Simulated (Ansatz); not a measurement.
Consider a convergence test of the plane-wave cutoff of ZrZn, space group Pm-3m (the Ansatz DFT code, driven from Python).

`run_ecut.py`:
```python
# -*- coding: utf-8 -*-
"""Cutoff test for ZrZn."""

from dataclasses import dataclass
import warnings

import ansatz as az


@dataclass(frozen=True)
class Settings:
    k_length: int = 20
    filling: str = "cold"
    sigma: float = 0.1
    xc: str = "r2scan"
    vdw: str = "D4"


settings = Settings()

warnings.simplefilter("ignore", az.DeckWarning)

crystal = (
    az.Lattice.cubic(3.336)
    .space_group(221)
    .atom("Zr", [0.5, 0.5, 0.5])
    .atom("Zn", [0.0, 0.0, 0.0])
)

model = (
    crystal.calculation()
    .kpoints(length=settings.k_length)
    .occupations(settings.filling, width=settings.sigma)
    .functional(settings.xc, dispersion=settings.vdw)
)

rows = []
for value in [300, 375, 450, 525, 600]:
    summary = model.basis(value).run().report
    rows.append((value, summary["free_energy_ev"] / len(summary["lattice"]["sites"]), summary["n_iterations"], summary["n_pw"]))

print(" cutoff (eV)   F/atom (eV)    iterations   plane waves")
for row in rows:
    print(f"{str(row[0]):>12s}  {row[1]:12.5f}  {row[2]:12d}  {row[3]:12d}")

# the last row is the reference
for row in rows[:-1]:
    shift = 1000 * (row[1] - rows[-1][1])
    print(f"{row[0]}: {shift:+.2f} meV/atom" + ("  (within 5 meV)" if abs(shift) < 5 else ""))
```

How fast does the energy converge with the cutoff (threshold 5 meV an atom)?

From 450 eV on it stays within 5 meV an atom of the value at 600 eV; the first row (300 eV) is off by 74.1 meV and the last but one by 0.72 meV. The energy falls steadily, as expected when plane waves are added.

The output:

```console
$ python run_ecut.py
 cutoff (eV)   F/atom (eV)    iterations   plane waves
         300   -3760.68770             7           461
         375   -3760.75381             7           619
         450   -3760.75869             7           799
         525   -3760.76112             7          1021
         600   -3760.76185             7          1237
300: +74.15 meV/atom
375: +8.03 meV/atom
450: +3.16 meV/atom  (within 5 meV)
525: +0.72 meV/atom  (within 5 meV)
```

Reading the output:
- Spin is left out of this run.
- Dispersion corrections can be off by several per cent in the lattices of metals, and by several GPa in the pressure at a fixed cell.
- The mesh is modest for a metal, so energies can be off by several to tens of meV an atom and pressures by half a GPa or more; differences at equal mesh fare better.
- The structure is a deposited one; some such entries were measured under pressure or heat, so a shift against it needn't be the functional's error alone.
- Shifts are counted from the last row, which is itself no proven limit.
- The script silences the warnings on its input, which a real study should read.
- It ran for 10 s on 1 thread of Arm Neoverse V1, on a shared host, peak memory 0.43 GiB.

(A comment or docstring line of the script was reworded after the run, the code is as it ran; lines on the test bed's own set-up are left out of the output.)
